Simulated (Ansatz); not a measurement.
# CH₇NOSSi: a ladder of functionals and wavefunction methods

An exercise on one series of results from a longer session: the logs are not shown, and one member is left open.

Method: functionals in def2-TZVPP, the program's frozen cores in correlated methods; program: Ansatz 0.2.0, Gaussian basis.

Plan: PBE-D4, r2SCAN-D4, PBE0-D4, B3LYP-D4, ωB97X-V, ωB97M-V, B2PLYP; CCSD(T)/def2-TZVPP; MP2/def2-QZVPP; extrapolation to the limit.

## The relaxed structure

All runs share one geometry, relaxed beforehand with PBE0-D4 in a triple-zeta def2 set.

12 atoms, charge 0, spin multiplicity 1.

Atoms are counted from 1 here; the program's logs count them from 0.

Bond lengths: N1–C2 1.429 Å, N1–H6 1.013 Å, N1–H7 1.010 Å, C2–S3 1.836 Å, C2–O4 1.391 Å, C2–H8 1.094 Å, S3–H9 1.343 Å, O4–Si5 1.663 Å, Si5–H10 1.484 Å, Si5–H11 1.483 Å, Si5–H12 1.486 Å. Angles: C2–N1–H6 112.3°, C2–N1–H7 112.7°, H6–N1–H7 109.8°, N1–C2–S3 110.8°, N1–C2–O4 110.9°, N1–C2–H8 108.2°, S3–C2–O4 109.2°, S3–C2–H8 108.0°, O4–C2–H8 109.7°, C2–S3–H9 96.3°, C2–O4–Si5 120.3°, O4–Si5–H10 113.2°, O4–Si5–H11 103.2°, O4–Si5–H12 111.8°, H10–Si5–H11 109.0°, H10–Si5–H12 109.8°, H11–Si5–H12 109.7°.

Set-up of the first run:

in.yaml

```yaml
crystal:
  periodic: [false, false, false]
  atoms:
    - {symbol: N, position_ang: [-1.179406, 0.145881, 0.725917]}
    - {symbol: C, position_ang: [-0.213725, 0.857150, -0.050806]}
    - {symbol: S, position_ang: [0.403621, 2.325640, 0.861480]}
    - {symbol: O, position_ang: [0.861646, 0.038016, -0.378450]}
    - {symbol: Si, position_ang: [0.640507, -1.599282, -0.570943]}
    - {symbol: H, position_ang: [-0.911131, 0.073160, 1.699984]}
    - {symbol: H, position_ang: [-2.105442, 0.542258, 0.655289]}
    - {symbol: H, position_ang: [-0.701881, 1.208269, -0.964906]}
    - {symbol: H, position_ang: [1.406365, 2.613133, 0.016283]}
    - {symbol: H, position_ang: [0.441084, -2.315868, 0.712647]}
    - {symbol: H, position_ang: [1.918686, -2.043699, -1.177558]}
    - {symbol: H, position_ang: [-0.483326, -1.899858, -1.495034]}
basis:
  gaussian: {orbitals: def2-TZVPP}
hamiltonian: {xc: pbe, dispersion: d4}
output: {forces: true, orbitals: {seedname: orbitals}}
```

The run is started by

```console
$ ansatz run in.yaml --threads 4 --pin off --events-out ev --progress --plain --max-ram 10444MiB
```

Among the steps run: PBE-D4 (GGA); r2SCAN-D4 (meta-GGA); PBE0-D4 (hybrid); B3LYP-D4 (hybrid); ωB97X-V (range-separated); ωB97M-V (range-separated); B2PLYP (double hybrid); CCSD(T) in def2-TZVPP; MP2 in def2-QZVPP.

One table of the session follows, with a row left open; its other results are not shown here.

It belongs to the step «Atomisation energies». 

| method | atomisation energy (kJ/mol) |
| --- | --- |
| PBE-D4 | 4154.7 |
| r2SCAN-D4 | 4083.6 |
| PBE0-D4 | 4072.1 |
| B3LYP-D4 | 4088.2 |
| ωB97X-V | 4116.1 |
| ωB97M-V | 4111.9 |
| B2PLYP | 4032.0 |
| HF/def2-TZVPP | 2833.5 |
| MP2/def2-TZVPP | ? |
| CCSD/def2-TZVPP | 3901.0 |
| CCSD(T)/def2-TZVPP | 3966.5 |
| MP2/CBS | 4144.1 |
| CCSD(T)/CBS | 4093.9 |

Q: Estimate the row for MP2/def2-TZVPP from the others.

**Answer.** atomisation energy (kJ/mol): 4016.7. In the column «atomisation energy (kJ/mol)» it lies between CCSD(T)/def2-TZVPP (3966.5) and B2PLYP (4032.0).
